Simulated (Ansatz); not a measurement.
**ScIn: how the settings move a single-point run**

How sensitive is a single-point run of ScIn to its settings? A reference run comes first, then one run with altered input.

Method: reference: DFT, r2SCAN, PAW with Ansatz's default frozen-core files, scalar-relativistic, in Ansatz 0.2.0.

## (1) The system as given

The structure is tetragonal, space group P4/mmm (No. 123). Conventional cell: a = 2.966 Å, b = 2.966 Å, c = 4.066 Å, α = 90.00°, β = 90.00°, γ = 90.00°. Sc (site symmetry 4/mmm) has 8 In at 2.92 Å and 4 Sc at 2.97 Å as nearest neighbours. In (site symmetry 4/mmm) has 8 Sc at 2.92 Å and 4 In at 2.97 Å as nearest neighbours.

Structure file:

```cif
data_structure
_symmetry_space_group_name_H-M 'P4/mmm'
_symmetry_Int_Tables_number 123
_cell_length_a 2.9659
_cell_length_b 2.9659
_cell_length_c 4.0658
_cell_angle_alpha 90.000
_cell_angle_beta 90.000
_cell_angle_gamma 90.000
_cell_volume 35.77
loop_
_atom_site_label
_atom_site_type_symbol
_atom_site_symmetry_multiplicity
_atom_site_Wyckoff_symbol
_atom_site_fract_x
_atom_site_fract_y
_atom_site_fract_z
_atom_site_occupancy
Sc1 Sc 1 a 0.00000 0.00000 0.00000 1
In1 In 1 d 0.50000 0.50000 0.50000 1
```

## (2) Baseline

input.yaml reads:

```yaml
crystal:
  lattice:
    - [2.965922889, 0.0, 0.0]
    - [0.0, 2.965922889, 0.0]
    - [0.0, 0.0, 4.0657861297]
  atoms:
    - { symbol: Sc, position: [0.0, 0.0, 0.0], spin: 1.0 }
    - { symbol: In, position: [0.5, 0.5, 0.5] }
magnetization:
  spin_polarized: true
kpoints:
  mp_grid: { grid: [10, 10, 8] }
scf:
  occupations: { method: fermi_dirac, width: 0.05 }
  lower_state_search: "off"
hamiltonian:
  xc: r2scan
  pseudopotentials: { kind: paw }
output:
  forces: true
  stress: true
  eigenvalues: true
  populations: true
  write_density: true
  write_potential: true
  elf: true
  volumetric_format: npy
```

The run is started by

```
$ ansatz run input.yaml --threads 1 --pin off --max-ram 3072MiB --backend cpu --events-out ev --progress --plain --runs-dir out
```

## (3) Changed: preconditioner local_kerker

Edit input.yaml of step 2 so:

```diff
@@ -15,2 +15,3 @@
   lower_state_search: "off"
+  mixing: { preconditioner: local_kerker }
 hamiltonian:
@@ -23,5 +24 @@
   populations: true
-  write_density: true
-  write_potential: true
-  elf: true
-  volumetric_format: npy
```

What does the calculation give? Wanted: for each run, ending; energy change; pressure; abs. moment; force.

**Answer**, as computed:

| run | ending | energy change | pressure (GPa) | abs. moment (μB) | force (eV/Å) | cycles | time |
| --- | --- | --- | --- | --- | --- | --- | --- |
| reference | converged | 0 | 25.2 | 0.50 | 0.00 | 15 | 31 s |
| 1: preconditioner local_kerker | converged | 0.0 meV/atom | 25.2 | 0.50 | 0.00 | 16 | 29 s |

Times don't compare one to one where runs were asked for different outputs or read a saved state (see the inputs); cycles may leave out searches for a lower state.

Residual by cycle in the longest SCF loop of each run; runs are numbered as in the table. The quantity is the density residual dr2, in eV.

| cycle | reference | run 1 |
| --- | --- | --- |
| 1 | 0.508 | 0.508 |
| 2 | 0.273 | 0.243 |
| 4 | 0.00132 | 0.002 |
| 5 | 2.8e-4 | 9.9e-5 |
| 6 | 4.5e-5 | 1.4e-5 |
| 8 | 1.1e-4 | 1.3e-4 |
| 9 | 6.5e-5 | 1.3e-4 |
| 11 | 3.6e-6 | 5.0e-6 |
| 12 | 2.9e-7 | 1.8e-6 |
| 13 | 4.9e-8 | 1.6e-7 |
| 15 | 1.6e-9 | 6.2e-9 |
| 16 | - | 5.9e-10 |

The changed mixing doesn't alter the result here (within 0.5 meV/atom). The structure is not at rest: the sound run finds 25 GPa, so these are no properties of the relaxed crystal. 
